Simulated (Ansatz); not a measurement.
# C3H11AsSi: small, medium and large basis sets

How large a basis does C3H11AsSi need? Two functionals are run in growing sets.

Method: one geometry, several basis sets; program: Ansatz 0.2.0, Gaussian basis.

Plan: PBE0-D4/def2-SVP; ωB97M-V/def2-SVP; PBE0-D4/def2-QZVPP; ωB97M-V/def2-QZVPP; the functionals' def2-TZVPP values are taken from earlier runs.

### Step 1. The relaxed structure

The geometry comes from an earlier relaxation with PBE0-D4 in a triple-zeta def2 set; it is a stationary point, not always the lowest conformer.

SMILES `CC(C)[AsH][SiH3]`, 16 atoms, charge 0, spin multiplicity 1.

Atoms are counted from 1 here; the program's logs count them from 0.

Bond lengths: C1–C2 1.516 Å, C1–H6 1.096 Å, C1–H7 1.094 Å, C1–H8 1.092 Å, C2–C3 1.521 Å, C2–As4 1.998 Å, C2–H9 1.096 Å, C3–H10 1.092 Å, C3–H11 1.095 Å, C3–H12 1.094 Å, As4–Si5 2.361 Å, As4–H13 1.526 Å, Si5–H14 1.488 Å, Si5–H15 1.489 Å, Si5–H16 1.487 Å. Angles: C2–C1–H6 110.4°, C2–C1–H7 111.0°, C2–C1–H8 112.5°, H6–C1–H7 107.6°, H6–C1–H8 107.6°, H7–C1–H8 107.6°, C1–C2–C3 111.6°, C1–C2–As4 115.1°, C1–C2–H9 109.4°, C3–C2–As4 107.9°, C3–C2–H9 108.9°, As4–C2–H9 103.5°, C2–C3–H10 112.0°, C2–C3–H11 110.4°, C2–C3–H12 111.0°, H10–C3–H11 108.0°, H10–C3–H12 107.8°, H11–C3–H12 107.4° and more.

### Step 2. PBE0-D4 in def2-SVP

in.yaml

```yaml
crystal:
  periodic: [false, false, false]
  atoms:
    - {symbol: C, position_ang: [0.596136, -1.231030, -0.261370]}
    - {symbol: C, position_ang: [0.803375, 0.246845, 0.007099]}
    - {symbol: C, position_ang: [1.808510, 0.856957, -0.957875]}
    - {symbol: As, position_ang: [-0.855251, 1.359462, -0.049578]}
    - {symbol: Si, position_ang: [-2.266161, 0.051183, 1.319239]}
    - {symbol: H, position_ang: [1.554308, -1.761890, -0.232098]}
    - {symbol: H, position_ang: [0.158911, -1.391326, -1.250930]}
    - {symbol: H, position_ang: [-0.063312, -1.699820, 0.471380]}
    - {symbol: H, position_ang: [1.167674, 0.383331, 1.031319]}
    - {symbol: H, position_ang: [1.986115, 1.914178, -0.749724]}
    - {symbol: H, position_ang: [2.767736, 0.333140, -0.892411]}
    - {symbol: H, position_ang: [1.459727, 0.773713, -1.991615]}
    - {symbol: H, position_ang: [-1.405860, 0.757954, -1.339450]}
    - {symbol: H, position_ang: [-2.504147, -1.336347, 0.838251]}
    - {symbol: H, position_ang: [-1.652182, -0.020420, 2.673709]}
    - {symbol: H, position_ang: [-3.578481, 0.741670, 1.428456]}
basis:
  gaussian: {orbitals: def2-SVP}
hamiltonian: {xc: pbe0, dispersion: d4}
output: {orbitals: {seedname: orbitals}}
```

Started as:

```
$ ansatz run in.yaml --threads 4 --pin off --events-out ev --progress --plain --max-ram 11315MiB
```

The runs that follow: ωB97M-V in def2-SVP; PBE0-D4 in def2-QZVPP; ωB97M-V in def2-QZVPP.

Before running them: what should the planned runs give, taken together? Wanted: PBE0-D4: double and triple zeta above quadruple; ωB97M-V: double and triple zeta above quadruple.

**Answer**, as computed:

| quantity | value |
| --- | --- |
| PBE0-D4: double and triple zeta above quadruple | 15.56, 1.76 eV |
| ωB97M-V: double and triple zeta above quadruple | 15.78, 1.71 eV |

In words: PBE0-D4 gains 13.79 eV from double to triple zeta, then 1.76 eV more. Total energies overstate the basis error of differences, where much of it tends to cancel. The LUMO of ωB97M-V is positive and keeps falling with the basis (2.27 to 1.42 eV): an unbound level that the basis holds in place.
